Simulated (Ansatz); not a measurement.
# SnSe2 (1T): the cost of one run

Program: Ansatz 0.2.0. Level of theory: DFT LDA, scalar-relativistic, plane waves, PAW. These are calculated values, not measurements.

### Step 1. The structure to begin with

Symmetry: P-3m1, No. 164, trigonal system. Conventional cell: a = 3.811 Å, b = 3.811 Å, c = 6.137 Å, α = 90.00°, β = 90.00°, γ = 120.00°. Sn (site symmetry -3m) is surrounded by 6 Se at 2.68 Å. Se (site symmetry 3m) is surrounded by 3 Sn at 2.68 Å.

Structure file:

```
CELL_PARAMETERS angstrom
3.81100 0.00000 0.00000
-1.90550 3.30042 0.00000
0.00000 0.00000 6.13700
ATOMIC_POSITIONS crystal
Sn 0.00000 0.00000 0.00000
Se 0.33333 0.66667 0.25000
Se 0.66667 0.33333 0.75000
```

### Step 2. Relaxing cell and atoms: SnSe2 (1T), no spin, 25 GPa

input.yaml

```yaml
crystal:
  lattice:
    - [3.811, 0.0, 0.0]
    - [-1.9055, 3.3004228138, 0.0]
    - [0.0, 0.0, 6.137]
  atoms:
    - { symbol: Sn, position: [0.0, 0.0, 0.0] }
    - { symbol: Se, position: [0.3333333333, 0.6666666667, 0.25] }
    - { symbol: Se, position: [0.6666666667, 0.3333333333, 0.75] }
scf:
  occupations: { method: gaussian, width: 0.05 }
output:
  forces: true
  stress: true
  eigenvalues: true
  write_density: true
  write_potential: true
  elf: true
  volumetric_format: npy
hamiltonian:
  xc: lda
basis:
  ecutwfc: 500
kpoints:
  mp_grid: { grid: [18, 18, 10] }
relax:
  f_tol: 0.002
  max_steps: 60
  cell: { stress_tol: 0.02, p_target: 25 }
```

The run is started by

```
$ ansatz run input.yaml --threads 4 --pin off --max-ram 10240MiB --backend cpu --events-out ev --progress --plain --runs-dir out
```

**Question.** How long does this run take on 4 threads of Intel Xeon Platinum 8488C (Sapphire Rapids), shared host, and how much memory does it need?

About 61 s, with a peak of 1 GiB.
